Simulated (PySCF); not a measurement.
# C3H9BN2: the cost of one run

The runs use PySCF 2.14.0, with density-fitted response routines of our own; the level of theory stands in each step. All values are computed, except where a source is named. Atoms count from 0, in the outputs and in this text.

## 1. The starting structure

15 atoms, charge 0, multiplicity 1; geometry from: GFN2-xTB. The atoms were then displaced at random by about 0.01 Å, so the start is not that level's minimum.

Bonds of the start (Å): N0–B1 1.43, B1–N2 1.40, B1–C3 1.55, C3–C4 1.53, C4–C5 1.48, C5–C3 1.53, N0–H6 0.99, N0–H7 1.00, N2–H8 0.99, N2–H9 1.03, C3–H10 1.08, C4–H11 1.07, C4–H12 1.09, C5–H13 1.08, C5–H14 1.09.

## 2. Geometry optimisation at PBE0-D3(BJ)/def2-SVP

Job settings and geometry (Å):

```
{"job": {"xc": "PBE0", "basis": "def2-SVP", "d3": "d3bj", "grid": 1, "shake": 0.01, "kind": "geom"}, "charge": 0, "multiplicity": 1}
N      1.495850    -1.085390     0.736050
B      0.971110     0.007930    -0.024980
N      1.748390     1.150440    -0.244840
C     -0.441550    -0.037010    -0.657310
C     -1.624290     0.696610    -0.028880
C     -1.613400    -0.787070    -0.021380
H      0.968410    -1.908140     0.884310
H      2.407380    -1.068360     1.137760
H      1.440430     1.956650    -0.728780
H      2.694540     1.265000     0.139030
H     -0.504250    -0.033840    -1.731410
H     -2.324840     1.214610    -0.647900
H     -1.468740     1.221270     0.908060
H     -2.330010    -1.306560    -0.648170
H     -1.434360    -1.303520     0.921200
```

On the command line:

```sh
OMP_NUM_THREADS=1 python probes_run.py task.json out
```

This one command runs all jobs of the session in turn.

Q: Estimate the wall time and peak memory of this first job on 1 thread of Arm Neoverse V2, shared host.

About 50 s, with a peak of 0.5 GiB.
